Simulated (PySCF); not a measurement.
# C5H7FO2: the cost of one run

Computed with PySCF 2.14.0 and routines of our own; the level stands in each step. Atoms count from 0.

## 1. The starting structure

15 atoms, charge 0, multiplicity 1; geometry from: GFN2-xTB.

## 2. Magnetic properties: GIAO wB97X-D/pcSseg-1

What the job is given:

```
{"job": {"kind": "mag", "xc": "wB97X-D", "basis": "pcSseg-1", "isotopologues": 2}, "charge": 0, "multiplicity": 1}
O      1.120371    -2.490102     1.159711
C      1.139988    -1.400259     0.649686
O      2.221737    -0.606842     0.695801
C      0.002047    -0.796844    -0.079012
C      0.250737     0.133049    -1.242083
C     -0.257838     0.688170     0.042567
C     -1.683223     1.158852     0.160392
F     -1.775780     2.480606    -0.209339
H      2.933634    -1.050578     1.182114
H     -0.853254    -1.457965    -0.126145
H     -0.424931     0.064065    -2.080723
H      1.276162     0.331846    -1.509713
H      0.440200     1.254239     0.645952
H     -2.044781     1.100118     1.193165
H     -2.349482     0.599636    -0.504286
```

With the program's defaults for keys left out, this is: GIAO wB97X-D/pcSseg-1 magnetisability, rotational g tensor and spin-rotation constants, non-relativistic, gas phase.

Started as:

```
OMP_NUM_THREADS=1 python excited_run.py task.json out
```

This one command runs all jobs of the session in turn.

**Question.** How long does this first job take on 1 thread of Arm Neoverse V2, shared host, and how much memory does it need?

About 31 s, with a peak of 0.79 GiB.
